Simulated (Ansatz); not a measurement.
# GePO (doublet): from Hartree-Fock to the top rungs at a displaced geometry (v2), cc-pVDZ

One table from this session's results is given with a row withheld; the runs are named, their logs left out.

Method: cc-pVDZ, core rule «outside noble gas», up to 20 orbitals frozen; program: Ansatz 0.2.0, Gaussian basis.

The runs, in order: UHF; CCSD(T) on natural orbitals of UHF; CCSD(T) on UHF; BCCD(T) on natural orbitals of UHF; CISD as a restricted active space (open shells left free, so some higher excitations enter); CCSDT(Q) on natural orbitals of UHF; CCSDT(Q) on UHF.

31 further runs of the same task are left out: 8 for a known fault of the program, 14 that didn't finish, 9 set aside as unsound or not needed. Runs told in other sessions of the task aren't counted.

## The system

The geometry is a PBE0/def2-TZVP stationary point (not a proven minimum) with its atoms shifted at random (size 0.100 Å). No spin-orbit coupling is included. The filled d shell of Ge may be among the frozen orbitals whatever the setting's name suggests.

3 atoms, charge 0, spin multiplicity 2.

Atoms are counted from 1 here; the program's logs count them from 0.

Bond lengths: Ge1–O2 1.776 Å, O2–P3 1.609 Å. Angles: Ge1–O2–P3 171.8°.

Geometry (Å):

```
Ge    0.0844    0.0052    1.7142
O    -0.0805    0.0136   -0.0539
P    -0.0039   -0.0188   -1.6603
```

The first run:

Contents of in.yaml:

```yaml
crystal:
  periodic: [false, false, false]
  atoms:
    - {symbol: Ge, position_ang: [0.084376, 0.005225, 1.714198]}
    - {symbol: O, position_ang: [-0.080498, 0.013599, -0.053909]}
    - {symbol: P, position_ang: [-0.003878, -0.018825, -1.660289]}
basis:
  gaussian: {orbitals: cc-pVDZ}
magnetization: {spin_polarized: true, initial_magnetization: 1}
hamiltonian: {xc: hf}
output: {orbitals: {seedname: orbitals}}
```

The run is started by

```
ansatz run in.yaml --threads 1 --pin off --events-out ev --progress --plain --max-ram 2393MiB
```

Among the steps run: UHF; CCSD(T) on natural orbitals of UHF; CCSD(T) on UHF; BCCD(T) on natural orbitals of UHF; CISD as a restricted active space (open shells left free, so some higher excitations enter); CCSDT(Q) on natural orbitals of UHF; CCSDT(Q) on UHF.

One of the session's tables, all rows but one given; the rest of the session is left out.

| method | from RCCSDT(Q) (kcal/mol) |
| --- | --- |
| UHF | +225.19 |
| RMP2 | +30.88 |
| UMP2 | +28.73 |
| RCCSD | +14.47 |
| UCCSD | ? |
| RCCSD(T) | +3.22 |
| UCCSD(T) | +3.75 |
| BCCD(T) | +3.49 |
| RCCSDT | +2.43 |
| UCCSDT | +1.99 |
| RCCSDT(Q) | 0 |
| UCCSDT(Q) | +0.56 |

Q: Estimate the row for UCCSD from the others.

As computed: from RCCSDT(Q) (kcal/mol): +10.78. In the column «from RCCSDT(Q) (kcal/mol)» it lies between UCCSD(T) (+3.75) and RCCSD (+14.47).

Not comparable, so not listed: CISD as a restricted active space (open shells left free, so some higher excitations enter) (they don't share determinant, frozen orbitals or solution with the rows shown, or repeat one).

To keep in mind: The determinant of CCSD(T) (⟨S²⟩ 1.75) is far from a pure spin state, so its energy mixes those of several spin states; high orders of coupled cluster remove much of that, low ones don't. The determinant of CCSDT(Q) (⟨S²⟩ 1.75) is far from a pure spin state, so its energy mixes those of several spin states; high orders of coupled cluster remove much of that, low ones don't. Left out of the table: ROHF (another determinant or state than the rows shown). The program flags RCCSD(T), BCCD(T), RCCSDT(Q) as in doubt, so the zero of the table is itself unsure. Warnings: spin contamination; coupled cluster took another determinant than the lowest; large T1 diagnostic. Restricted and unrestricted rows rest on different reference determinants; a gap between their highest levels can come from leftover correlation error, from unlike frozen cores or from another state.
